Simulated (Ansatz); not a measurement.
# ZrF: the cost of one run

Program: Ansatz 0.2.0. Level of theory: DFT PBE, scalar-relativistic, plane waves, PAW. These are calculated values, not measurements.

## 1. The system as given

The structure is trigonal, space group R-3m (No. 166). Conventional cell: a = 2.664 Å, b = 2.664 Å, c = 12.921 Å, α = 90.00°, β = 90.00°, γ = 120.00°. Around Zr (site symmetry -3m) lie 6 F at 2.65 Å and 6 Zr at 2.66 Å. Around F (site symmetry -3m) lie 6 Zr at 2.65 Å and 6 F at 2.66 Å.

As a file:

```
Zr F
1.0
     1.33198    0.76902    4.30711
    -1.33198    0.76902    4.30711
     0.00000   -1.53804    4.30711
Zr F
1 1
Direct
  0.50000 0.50000 0.50000
  0.00000 0.00000 0.00000
```

A structure generator made this guess: species swapped into a database cell of PdAu (R-3m, No. 166), with Zr on the Pd sites and F on the Au sites. Its size is a rough estimate.

## 2. Probe: one point on a coarse mesh

Input file input.yaml:

```yaml
crystal:
  lattice:
    - [1.33198013, 0.76901908, 4.30710826]
    - [-1.33198013, 0.76901908, 4.30710826]
    - [0.0, -1.53803817, 4.30710826]
  atoms:
    - { symbol: Zr, position: [0.5, 0.5, 0.5] }
    - { symbol: F, position: [0.0, 0.0, 0.0] }
basis:
  ecutwfc: 420
kpoints:
  mp_grid: { grid: [6, 6, 6] }
hamiltonian:
  xc: pbe
scf:
  occupations: { method: gaussian, width: 0.1 }
  lower_state_search: "off"
output:
  forces: true
  stress: true
  eigenvalues: true
```

Command:

```
ansatz run input.yaml --threads 1 --pin off --max-ram 2560MiB --backend cpu --events-out ev --progress --plain --runs-dir out
```

Q: Estimate wall time and peak memory on 1 thread of Intel Xeon Platinum 8259CL at 2.50GHz (Skylake/Cascade Lake), shared host.

About 1.7 s, with a peak of 0.34 GiB.
